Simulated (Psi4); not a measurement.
# PBE0/aug-cc-pVDZ run of [AlF4]− (SMILES [F][Al-]([F])([F])[F])

Aim: the vertical ionisation energy of [AlF4]− at PBE0/aug-cc-pVDZ, from 2 runs. 

Program for the calculation: Psi4 1.11.

6 further runs of the same task are left out: 5 that didn't finish, 1 set aside as unsound or not needed.

**1. The molecule**

[AlF4]−: 5 atoms, total charge -1, spin state singlet. SMILES: `[F][Al-]([F])([F])[F]`. Geometry: a GFN2-xTB relaxation, a rough one for these elements and not checked as a minimum.

Bond lengths: Al1–F2 1.683 Å, Al1–F3 1.683 Å, Al1–F4 1.683 Å, Al1–F5 1.683 Å. Angles: F2–Al1–F3 109.4°, F2–Al1–F4 109.6°, F2–Al1–F5 109.5°, F3–Al1–F4 109.5°, F3–Al1–F5 109.5°, F4–Al1–F5 109.4°.

**2. The energy at PBE0/aug-cc-pVDZ**

File alf4_ase.py:

```python
import numpy as np
from ase.calculators.psi4 import Psi4
from ase import Atoms

a = Atoms(['Al', 'F', 'F', 'F', 'F'], positions=[
    [-0.000060, 0.000070, 0.000150],
    [0.012000, -0.018490, 1.683050],
    [1.583790, 0.010900, -0.569420],
    [-0.801320, 1.377250, -0.543040],
    [-0.794410, -1.369730, -0.570750],
])
calc = Psi4(atoms=a, method='pbe0', basis='aug-cc-pVDZ', memory='1600MB', num_threads=1, charge=-1, multiplicity=1, label='alf4')
calc.psi4.set_options({'puream': True, 'e_convergence': 1e-09, 'd_convergence': 1e-08, 'scf_type': 'pk', 'dft_radial_points': 99, 'dft_spherical_points': 590})
a.calc = calc

print(f'energy: {a.get_potential_energy():.6f} eV')
```

Launch:

```sh
$ python alf4_ase.py
```

alf4.dat, shortened:

```text
[...]
  Running in c1 symmetry.
[...]
  Nuclear repulsion =  240.698527618885635
[...]
  Multiplicity = 1
[...]
  Nalpha       = 25
  Nbeta        = 25
[...]
    Number of basis functions: 119
[...]
   @RKS iter   1:  -641.47424962031209   -9.95054e-01   7.77036e-03 ADIIS/DIIS
[...]
   @RKS iter   9:  -641.76060941277876   -1.93268e-12   2.26373e-09 DIIS
[...]
    Orbital Energies [Eh]
    ---------------------
    Doubly Occupied:
       1A    -55.999243     2A    -24.552236     3A    -24.552201
       4A    -24.552185     5A    -24.552181     6A     -4.009660
       7A     -2.540253     8A     -2.540246     9A     -2.540236
      10A     -0.988292    11A     -0.971345    12A     -0.971289
      13A     -0.971261    14A     -0.313791    15A     -0.264367
      16A     -0.264308    17A     -0.264268    18A     -0.228848
      19A     -0.228741    20A     -0.222343    21A     -0.222329
      22A     -0.222324    23A     -0.199309    24A     -0.199270
      25A     -0.199245
[...]
  @RKS Final Energy:  -641.76060941277876
   => Energetics <=
    Nuclear Repulsion Energy =            240.6985276188856346
    One-Electron Energy =               -1387.2177921054853869
    Two-Electron Energy =                 550.5504132354973308
    DFT Exchange-Correlation Energy =     -45.7917581616763627
    Empirical Dispersion Energy =           0.0000000000000000
    VV10 Nonlocal Energy =                  0.0000000000000000
    Total Energy =                       -641.7606094127787628
[...]
 Multipole Moments:
 ------------------------------------------------------------------------------------
     Multipole            Electronic (a.u.)      Nuclear  (a.u.)        Total (a.u.)
 ------------------------------------------------------------------------------------
 L = 1.  Multiply by 2.5417464519 to convert [e a0] to [Debye]
 Dipole X            :         -0.0001664           -0.0000228           -0.0001892
 Dipole Y            :          0.0001906            0.0000266            0.0002173
 Dipole Z            :          0.0006989            0.0000578            0.0007567
 Magnitude           :                                                    0.0008097
[...]
```

The script printed:

```text
energy: -17463.195678 eV
```

Wall time 47 s (1 thread of Intel Xeon Platinum 8175M at 2.50GHz (Skylake/Cascade Lake), shared host); peak memory 0.83 GiB.

**3. Doublet neutral AlF4: energy and forces at UPBE0/aug-cc-pVDZ**

File calc.py:

```python
import psi4

psi4.set_memory(1600000000)
psi4.set_num_threads(1)
psi4.core.set_output_file('run.log', False)

m = psi4.geometry("""
0 2
Al    -0.000060     0.000070     0.000150
F      0.012000    -0.018490     1.683050
F      1.583790     0.010900    -0.569420
F     -0.801320     1.377250    -0.543040
F     -0.794410    -1.369730    -0.570750
units angstrom
symmetry c1
no_reorient
no_com
""")

options = {'basis': 'aug-cc-pVDZ', 'reference': 'uks', 'puream': True, 'e_convergence': 1e-09, 'd_convergence': 1e-08, 'scf_type': 'pk', 'dft_radial_points': 99, 'dft_spherical_points': 590, 'maxiter': 200}
psi4.set_options(options)

energy_value, wavefunction = psi4.gradient('pbe0', return_wfn=True)
psi4.oeprop(wavefunction, 'MULLIKEN_CHARGES', 'DIPOLE', 'MAYER_INDICES')
print('gradient / Eh bohr^-1')
print(energy_value.np.round(6))
print(f'energy = {wavefunction.energy():.10f} Eh')
for k, v in sorted(psi4.core.scalar_variables().items()):
    print(f'{k:45s} {v:18.10f}')
```

Launch:

```sh
$ python calc.py
```

run.log, shortened:

```text
[...]
  Running in c1 symmetry.
[...]
  Nuclear repulsion =  240.698527618885635
[...]
  Multiplicity = 2
[...]
  Nalpha       = 25
  Nbeta        = 24
[...]
    Number of basis functions: 119
[...]
   @UKS iter   1:  -641.34215231860924   -8.62956e-01   5.29984e-03 ADIIS/DIIS
[...]
   @UKS iter  31:  -641.47439747714907   -2.42153e-11   6.46286e-09 DIIS
[...]
   @S^2 Observed:                7.570574790E-01
[...]
  @UKS Final Energy:  -641.47439747714907
   => Energetics <=
    Nuclear Repulsion Energy =            240.6985276188856346
    One-Electron Energy =               -1373.7639574099152924
    Two-Electron Energy =                 537.0632139416603650
    DFT Exchange-Correlation Energy =     -45.4721816277798041
    Empirical Dispersion Energy =           0.0000000000000000
    VV10 Nonlocal Energy =                  0.0000000000000000
    Total Energy =                       -641.4743974771490684
[...]
  -Total Gradient:
     Atom            X                  Y                   Z
    ------   -----------------  -----------------  -----------------
       1        0.000043340594    -0.000032662001     0.000042978089
       2       -0.001361421474     0.002307715898    -0.012148983033
       3       -0.011837934798    -0.002295481283     0.002817764100
       4        0.005296786867    -0.009170885049     0.006252104040
       5        0.007857648057     0.009143869265     0.002854620660
[...]
 Multipole Moments:
 ------------------------------------------------------------------------------------
     Multipole            Electronic (a.u.)      Nuclear  (a.u.)        Total (a.u.)
 ------------------------------------------------------------------------------------
 L = 1.  Multiply by 2.5417464519 to convert [e a0] to [Debye]
 Dipole X            :          0.0002917           -0.0004535           -0.0001618
 Dipole Y            :         -0.0001879            0.0005291            0.0003412
 Dipole Z            :         -0.0013665            0.0009638           -0.0004028
 Magnitude           :                                                    0.0005521
[...]
```

The script printed:

```text
gradient / Eh bohr^-1
[[ 4.3000e-05 -3.3000e-05  4.3000e-05]
 [-1.3610e-03  2.3080e-03 -1.2149e-02]
 [-1.1838e-02 -2.2950e-03  2.8180e-03]
 [ 5.2970e-03 -9.1710e-03  6.2520e-03]
 [ 7.8580e-03  9.1440e-03  2.8550e-03]]
energy = -641.4743974771 Eh
CURRENT ENERGY                                   -641.4743974771
CURRENT REFERENCE ENERGY                         -641.4743974771
DD SOLVATION ENERGY                                 0.0000000000
DFT FUNCTIONAL TOTAL ENERGY                      -641.4743974771
DFT TOTAL ENERGY                                 -641.4743974771
DFT VV10 ENERGY                                     0.0000000000
DFT XC ENERGY                                     -45.4721816278
GRID ELECTRONS ALPHA                               25.0000012757
GRID ELECTRONS BETA                                24.0000006386
GRID ELECTRONS TOTAL                               49.0000019143
NUCLEAR REPULSION ENERGY                          240.6985276189
ONE-ELECTRON ENERGY                             -1373.7639574099
PCM POLARIZATION ENERGY                             0.0000000000
PE ENERGY                                           0.0000000000
SCF ITERATION ENERGY                             -641.4743974771
SCF ITERATIONS                                     31.0000000000
SCF TOTAL ENERGY                                 -641.4743974771
TWO-ELECTRON ENERGY                               537.0632139417
XC GRID RADIAL POINTS                              99.0000000000
XC GRID SPHERICAL POINTS                          590.0000000000
XC GRID TOTAL POINTS                           285380.0000000000
```

It took 3.2 min on 1 thread of Intel Xeon Platinum 8175M at 2.50GHz (Skylake/Cascade Lake), shared host; peak memory 0.79 GiB.

**4. Outcome**

Level: PBE0/aug-cc-pVDZ.

```
                                                              quantity          value
                                         singlet [AlF4]−: total energy  -641.76061 Eh
                                          singlet [AlF4]−: HOMO energy       -5.42 eV
                                          singlet [AlF4]−: LUMO energy        3.51 eV
singlet [AlF4]−: HOMO–LUMO gap (to an unbound level, set by the basis)        8.93 eV
                                    doublet neutral AlF4: total energy  -641.47440 Eh
                                   doublet neutral AlF4: dipole moment         0.00 D
              doublet neutral AlF4: HOMO energy (highest over α and β)      -11.98 eV
               doublet neutral AlF4: LUMO energy (lowest over α and β)      -10.20 eV
                                            doublet neutral AlF4: ⟨S²⟩          0.757
                        doublet neutral AlF4: largest force on an atom     0.640 eV/Å
                   vertical detachment energy (to the doublet neutral)       7.788 eV
```

**Reading.** Removing an electron at fixed nuclei costs 7.79 eV (180 kcal/mol). −ε(HOMO) before ionisation, 5.42 eV, is 2.37 eV below this ionisation energy. Mulliken charges (doublet neutral AlF4) run from -0.45 on F2 to +1.82 on Al1; in a basis this large or diffuse they mean little.
